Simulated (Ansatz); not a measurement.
# Si2W: the cost of one run

Computed with Ansatz 0.2.0 (DFT PBE, scalar-relativistic, plane waves, PAW, unless a step's input says otherwise).

1 further run of the same task is left out (set aside as unsound or not needed).

## (1) The system as given

It takes space group I4/mmm (No. 139, tetragonal). The conventional cell has a = 3.229 Å, b = 3.229 Å, c = 7.867 Å, α = 90.00°, β = 90.00°, γ = 90.00°. Si (site symmetry 4mm) has 5 Si at 2.60 to 2.64 Å and 5 W at 2.63 Å as nearest neighbours. W (site symmetry 4/mmm) has 10 Si at 2.63 Å as nearest neighbours.

Structure file:

```cif
data_structure
_symmetry_space_group_name_H-M 'P 1'
_symmetry_Int_Tables_number 1
_cell_length_a 4.5481
_cell_length_b 4.5481
_cell_length_c 4.5481
_cell_angle_alpha 138.415
_cell_angle_beta 138.415
_cell_angle_gamma 60.268
_cell_volume 41.01
loop_
_atom_site_label
_atom_site_type_symbol
_atom_site_fract_x
_atom_site_fract_y
_atom_site_fract_z
_atom_site_occupancy
Si1 Si 0.33457 0.33457 0.00000 1
Si2 Si 0.66543 0.66543 0.00000 1
W1 W 0.00000 0.00000 0.00000 1
```

This cell was relaxed beforehand with the same method: volume 13.67 Å³/atom, gap on the mesh none (metal).

## (2) The bulk in the cell of the plane

Input file input.yaml:

```yaml
crystal:
  lattice:
    - [3.2289953186, 0.0, 0.0]
    - [0.0, 3.2289953186, 0.0]
    - [1.6144976593, -1.6144976593, 3.933414076]
  atoms:
    - { symbol: Si, position: [0.6654255983, 0.3345744017, 0.6691488034] }
    - { symbol: Si, position: [0.3345744017, 0.6654255983, 0.3308511966] }
    - { symbol: W, position: [0.0, 0.0, 0.0] }
basis:
  ecutwfc: 420
kpoints:
  mp_grid: { grid: [11, 11, 9] }
hamiltonian:
  xc: pbe
scf:
  occupations: { method: gaussian, width: 0.1 }
output:
  forces: true
  stress: true
  eigenvalues: true
```

Run with:

```bash
> ansatz run input.yaml --threads 2 --pin off --max-ram 5120MiB --backend cpu --events-out ev --progress --plain --runs-dir out
```

**Question.** How long does this run take on 2 threads of Arm Neoverse V1, shared host, and how much memory does it need?

About 4.5 s, with a peak of 0.43 GiB.
